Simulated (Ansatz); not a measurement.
# Bi2Se3: the cost of one run

Computed with Ansatz 0.2.0 (DFT LDA, scalar-relativistic, plane waves, PAW, unless a step's input says otherwise).

2 further runs of the same task are left out: 1 that didn't finish, 1 set aside as unsound or not needed. Runs told in other sessions of the task aren't counted.

## Step 1: The structure to begin with

Symmetry: R-3m, No. 166, trigonal system. Conventional cell: a = 4.150 Å, b = 4.150 Å, c = 28.545 Å, α = 90.00°, β = 90.00°, γ = 120.00°. Around Bi (site symmetry 3m) lie 6 Se at 2.87 to 3.07 Å. Around Se (site symmetry -3m) lie 6 Bi at 3.07 Å. Around Se (site symmetry 3m) lie 3 Bi at 2.87 Å.

As a file:

```cif
data_structure
_symmetry_space_group_name_H-M 'R-3m:H'
_symmetry_Int_Tables_number 166
_cell_length_a 4.1496
_cell_length_b 4.1496
_cell_length_c 28.5451
_cell_angle_alpha 90.000
_cell_angle_beta 90.000
_cell_angle_gamma 120.000
_cell_volume 425.67
loop_
_atom_site_label
_atom_site_type_symbol
_atom_site_symmetry_multiplicity
_atom_site_Wyckoff_symbol
_atom_site_fract_x
_atom_site_fract_y
_atom_site_fract_z
_atom_site_occupancy
Bi1 Bi 6 c 0.66667 0.33333 0.73408 1
Se1 Se 3 a 0.00000 0.00000 0.00000 1
Se2 Se 6 c 0.33333 0.66667 0.87743 1
```

An earlier run on this cell at PBE gave 2.05 GPa at 28.378 Å³/atom (6×6×6 mesh), mesh gap 0.18 eV.

## Step 2: At the given cell

input.yaml reads:

```yaml
crystal:
  lattice:
    - [2.0747946589, 1.1978832548, 9.5150466749]
    - [-2.0747946589, 1.1978832548, 9.5150466749]
    - [0.0, -2.3957665097, 9.5150466749]
  atoms:
    - { symbol: Bi, position: [0.4007448929, 0.4007448929, 0.4007448929] }
    - { symbol: Bi, position: [0.5992551071, 0.5992551071, 0.5992551071] }
    - { symbol: Se, position: [0.0, 0.0, 0.0] }
    - { symbol: Se, position: [0.2107583381, 0.2107583381, 0.2107583381] }
    - { symbol: Se, position: [0.7892416619, 0.7892416619, 0.7892416619] }
basis:
  ecutwfc: 420
  ecutrho_ratio: 4
kpoints:
  mp_grid: { grid: [6, 6, 6] }
hamiltonian:
  xc: lda
scf:
  occupations: { method: gaussian, width: 0.05 }
output:
  forces: true
  stress: true
  eigenvalues: true
relax:
  f_tol: 0.02
  max_steps: 40
  cell: { stress_tol: 0.2, fix: [volume] }
```

Run with:

```sh
$ ansatz run input.yaml --threads 4 --pin off --max-ram 8192MiB --backend cpu --events-out ev --progress --plain --runs-dir out
```

Q: Estimate wall time and peak memory on 4 threads of Arm Neoverse V1, shared host.

About 14 s, with a peak of 0.57 GiB.
